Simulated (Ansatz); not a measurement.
**CH2InN (SMILES N#[C][InH2]): functionals against CCSD(T) at one geometry**

Aim: energy, forces and dipole at a structure displaced at random from a GFN2-xTB minimum, from CCSD(T) and from density functionals.

Computed with Ansatz 0.2.0, Gaussian basis. Level: single points in def2-TZVPP.

Correlated methods freeze the cores. Filled d shells of the heavier atoms are correlated. Core potentials replace the inner electrons past krypton, and spin-orbit coupling is left out.

## 1. The system as given

5 atoms, charge 0, spin multiplicity 1.

Atoms are counted from 1 here; the program's logs count them from 0.

Bond lengths: N1–C2 1.242 Å, C2–In3 2.287 Å, In3–H4 1.634 Å, In3–H5 1.823 Å. Angles: N1–C2–In3 176.2°, C2–In3–H4 113.3°, C2–In3–H5 115.8°, H4–In3–H5 130.8°.

As a file:

```xyz
5

N     0.14880   -2.06380    1.66510
C     0.00830   -1.09960    0.89430
In   -0.10170    0.66740   -0.55280
H    -1.01470    0.36500   -1.87320
H     0.90890    2.11880   -0.11130
```

## 2. CCSD(T)/def2-TZVPP

Input file run/in.yaml:

```yaml
crystal:
  periodic: [false, false, false]
  atoms:
    - {symbol: N, position_ang: [0.148800, -2.063800, 1.665100]}
    - {symbol: C, position_ang: [0.008300, -1.099600, 0.894300]}
    - {symbol: In, position_ang: [-0.101700, 0.667400, -0.552800]}
    - {symbol: H, position_ang: [-1.014700, 0.365000, -1.873200]}
    - {symbol: H, position_ang: [0.908900, 2.118800, -0.111300]}
basis:
  gaussian: {orbitals: def2-TZVPP}
correlation: {method: ccsd_t}
output: {forces: true}
```

The command line of these runs was not kept.

## 3. PBE0-D4/def2-TZVPP

Edit run/in.yaml of step 2 so:

```diff
@@ -10,3 +10,3 @@
   gaussian: {orbitals: def2-TZVPP}
-correlation: {method: ccsd_t}
-output: {forces: true}
+hamiltonian: {xc: pbe0, dispersion: d4}
+output: {forces: true, orbitals: {seedname: orbitals}}
```

## 4. wB97M-V/def2-TZVPP

Edit run/in.yaml of step 3 so:

```diff
@@ -10,3 +10,3 @@
   gaussian: {orbitals: def2-TZVPP}
-hamiltonian: {xc: pbe0, dispersion: d4}
-output: {forces: true, orbitals: {seedname: orbitals}}
+hamiltonian: {xc: {name: wB97M-V}}
+output: {forces: true}
```

## 5. r2SCAN-D4/def2-TZVPP

Edit run/in.yaml of step 4 so:

```diff
@@ -10,3 +10,3 @@
   gaussian: {orbitals: def2-TZVPP}
-hamiltonian: {xc: {name: wB97M-V}}
+hamiltonian: {xc: r2scan, dispersion: d4}
 output: {forces: true}
```

## 6. PBE-D4/def2-TZVPP

Edit run/in.yaml of step 5 so:

```diff
@@ -10,3 +10,3 @@
   gaussian: {orbitals: def2-TZVPP}
-hamiltonian: {xc: r2scan, dispersion: d4}
+hamiltonian: {xc: pbe, dispersion: d4}
 output: {forces: true}
```

## 7. SPW92/def2-TZVPP

Edit run/in.yaml of step 6 so:

```diff
@@ -10,3 +10,3 @@
   gaussian: {orbitals: def2-TZVPP}
-hamiltonian: {xc: pbe, dispersion: d4}
+hamiltonian: {xc: lda}
 output: {forces: true}
```

## 8. CAM-B3LYP-D4/def2-TZVPP

Edit run/in.yaml of step 7 so:

```diff
@@ -10,3 +10,3 @@
   gaussian: {orbitals: def2-TZVPP}
-hamiltonian: {xc: lda}
+hamiltonian: {xc: {name: CAM-B3LYP}, dispersion: d4}
 output: {forces: true}
```

(Steps that only read results are left out.)

**Question.** What will these runs give? Wanted: energy less free atoms, CCSD(T)/def2-TZVPP; RMS force component; RMS force error; HOMO and LUMO, PBE0-D4; T1 diagnostic.

As calculated:

| quantity | value |
| --- | --- |
| energy less free atoms, CCSD(T)/def2-TZVPP | -1524.3 kJ/mol |
| RMS force component | 2.198 to 3.002 eV/Å over the methods |
| RMS force error | PBE0-D4 0.626, wB97M-V 0.734, r2SCAN-D4 0.399, PBE-D4 0.117, SPW92 0.275, CAM-B3LYP-D4 0.845 eV/Å |
| HOMO and LUMO, PBE0-D4 | -8.69 and -2.74 eV |
| T1 diagnostic | 0.017 |

What this shows: Against CCSD(T) the functionals' energies less atoms differ by -283.5 to -16.5 kJ/mol, PBE-D4 by -88.9 kJ/mol. A larger basis would deepen the CCSD(T) value, while the functionals are nearly converged already, so the order here is not reliable. The forces of PBE-D4 come nearest to CCSD(T), those of CAM-B3LYP-D4 are farthest. Frozen-core CCSD(T) forces in triple zeta carry basis errors of their own, and this is one geometry, so small gaps rank nothing. The restricted Hartree–Fock reference is unstable towards an unrestricted one at one or more of these structures.
